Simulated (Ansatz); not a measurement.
# FH4PSSn: the cost of one run

Program: the Python package of Ansatz 0.2.0. Level of theory: B3LYP+D4/def2-SVPD. These are calculated values, not measurements.

### 1 The structure

Bond lengths: F1–Sn2 1.912 Å, Sn2–P3 2.457 Å, P3–S4 2.119 Å, Sn2–H5 1.767 Å, Sn2–H6 1.768 Å, P3–H7 1.488 Å, S4–H8 1.435 Å. Angles: F1–Sn2–P3 107.2°, F1–Sn2–H5 110.3°, F1–Sn2–H6 110.8°, P3–Sn2–H5 108.9°, P3–Sn2–H6 110.1°, H5–Sn2–H6 109.5°, Sn2–P3–S4 96.0°, Sn2–P3–H7 95.4°, S4–P3–H7 92.9°, P3–S4–H8 90.0°.

fh4pssn.xyz, read by the script:

```xyz
8

F    -2.25450    0.37920    0.55390
Sn   -0.52240    1.02130    0.06100
P     1.11540   -0.64540    0.81940
S     0.66490   -2.09080   -0.66290
H    -0.40610    1.18230   -1.69510
H    -0.19390    2.58350    0.82000
H     2.25370   -0.08940    0.03850
H    -0.56490   -2.39800    0.00930
```

### 2 The code

ip.py reads:

```python
"""Vertical ionisation energy and electron affinity of FH4PSSn."""

import ansatz as az


def energy(molecule, charge=0, unpaired=0):
    calc = molecule.calculation().basis(gaussian="def2-SVPD").functional("B3LYP", dispersion="d4")
    if charge:
        calc = calc.charge(charge)
    if unpaired:
        calc = calc.spin("collinear", total=unpaired)
    report = calc.run().report
    if report["published_state_doubts"]:
        print("  doubts:", report["published_state_doubts"])
    return report["free_energy_ev"]

molecule = az.Crystal.molecule_from_extxyz("fh4pssn.xyz")

# delta-SCF style differences, no relaxation
parent = energy(molecule, 0, 0)
cation = energy(molecule, 1, 1)
print(f"E(N)   = {parent:.5f} eV")
print(f"E(N-1) = {cation:.5f} eV  (1 unpaired)")
print(f"vertical ionisation energy {cation - parent:.3f} eV")
anion = energy(molecule, -1, 1)
print(f"E(N+1) = {anion:.5f} eV  (1 unpaired)")
print(f"vertical electron affinity {parent - anion:.3f} eV" + ("" if anion < parent else " (unbound in this basis)"))
print(f"fundamental gap IP - EA = {cation + anion - 2 * parent:.3f} eV")
```

### 3 What the engine is handed

The engine receives this input (first run):

```yaml
crystal:
  periodic: [false, false, false]
  atoms:
    - { symbol: F, position_ang: [-2.2545, 0.3792, 0.5539] }
    - { symbol: Sn, position_ang: [-0.5224, 1.0213, 0.061] }
    - { symbol: P, position_ang: [1.1154, -0.6454, 0.8194] }
    - { symbol: S, position_ang: [0.6649, -2.0908, -0.6629] }
    - { symbol: H, position_ang: [-0.4061, 1.1823, -1.6951] }
    - { symbol: H, position_ang: [-0.1939, 2.5835, 0.82] }
    - { symbol: H, position_ang: [2.2537, -0.0894, 0.0385] }
    - { symbol: H, position_ang: [-0.5649, -2.398, 0.0093] }
basis:
  gaussian:
    orbitals: def2-SVPD
hamiltonian:
  xc: b3lyp
  dispersion: d4
```

### 4 Running it

Run with:

```console
$ python ip.py
```

What time and memory should one allow on 1 thread of Arm Neoverse V1, shared host?

About 56 s, with a peak of 0.64 GiB.
